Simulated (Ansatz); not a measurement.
# CH₃Cl₂FMoOS: basis-set convergence

An exercise on one series of results from a longer session: the logs are not shown, and one member is left open.

Method: one geometry, several basis sets; program: Ansatz 0.2.0, Gaussian basis.

Plan: PBE0-D4/def2-SVP; ωB97M-V/def2-SVP; PBE0-D4/def2-QZVPP; ωB97M-V/def2-QZVPP; the functionals' def2-TZVPP values are taken from earlier runs.

### Structure used throughout

The geometry comes from an earlier relaxation with PBE0-D4 in a triple-zeta def2 set; it is a stationary point, not always the lowest conformer. Mo takes the def2 core potential; no spin-orbit term is included.

10 atoms, charge 0, spin multiplicity 1.

Atoms are counted from 1 here; the program's logs count them from 0.

Bond lengths: C1–O2 1.399 Å, C1–H8 1.096 Å, C1–H9 1.094 Å, C1–H10 1.091 Å, O2–Mo3 1.831 Å, Mo3–F4 1.860 Å, Mo3–S5 2.068 Å, Mo3–Cl6 2.283 Å, Mo3–Cl7 2.301 Å. Angles: O2–C1–H8 108.8°, O2–C1–H9 110.5°, O2–C1–H10 108.5°, H8–C1–H9 109.5°, H8–C1–H10 109.8°, H9–C1–H10 109.7°, C1–O2–Mo3 135.3°, O2–Mo3–F4 87.5°, O2–Mo3–S5 104.6°, O2–Mo3–Cl6 151.9°, O2–Mo3–Cl7 85.8°, F4–Mo3–S5 108.3°, F4–Mo3–Cl6 84.3°, F4–Mo3–Cl7 145.3°, S5–Mo3–Cl6 103.5°, S5–Mo3–Cl7 106.3°, Cl6–Mo3–Cl7 85.8°.

Set-up of the first run:

in.yaml reads:

```yaml
crystal:
  periodic: [false, false, false]
  atoms:
    - {symbol: C, position_ang: [0.469126, -1.670043, -0.114741]}
    - {symbol: O, position_ang: [-0.063077, -0.502502, -0.672814]}
    - {symbol: Mo, position_ang: [-0.436987, 1.180563, -0.056483]}
    - {symbol: F, position_ang: [-2.034553, 0.495470, 0.604571]}
    - {symbol: S, position_ang: [-0.855080, 2.278564, -1.758237]}
    - {symbol: Cl, position_ang: [-0.659777, 2.705817, 1.628080]}
    - {symbol: Cl, position_ang: [1.828227, 1.372454, 0.296758]}
    - {symbol: H, position_ang: [1.495500, -1.468546, 0.213781]}
    - {symbol: H, position_ang: [-0.131402, -1.993885, 0.740963]}
    - {symbol: H, position_ang: [0.471122, -2.448993, -0.878980]}
basis:
  gaussian: {orbitals: def2-SVP}
hamiltonian: {xc: pbe0, dispersion: d4}
output: {orbitals: {seedname: orbitals}}
```

The run is started by

```console
ansatz run in.yaml --threads 2 --pin off --events-out ev --progress --plain --max-ram 32768MiB --backend cpu
```

Among the steps run: PBE0-D4 in def2-SVP; ωB97M-V in def2-SVP; PBE0-D4 in def2-QZVPP; ωB97M-V in def2-QZVPP.

One table of the session follows, with a row left open; its other results are not shown here.

It belongs to the step «Functionals by basis». 

```
functional       basis  HOMO (eV)  LUMO (eV)
   PBE0-D4    def2-SVP      -8.43      -4.08
   PBE0-D4  def2-TZVPP      -8.44      -4.05
   PBE0-D4  def2-QZVPP      -8.44      -4.04
   ωB97M-V    def2-SVP     -10.49      -1.98
   ωB97M-V  def2-TZVPP          ?          ?
   ωB97M-V  def2-QZVPP     -10.55      -1.98
```

Estimate the missing values for ωB97M-V, def2-TZVPP.

As computed: HOMO (eV): -10.54; LUMO (eV): -1.98. In the column «HOMO (eV)» it lies between ωB97M-V, def2-QZVPP (-10.55) and ωB97M-V, def2-SVP (-10.49).
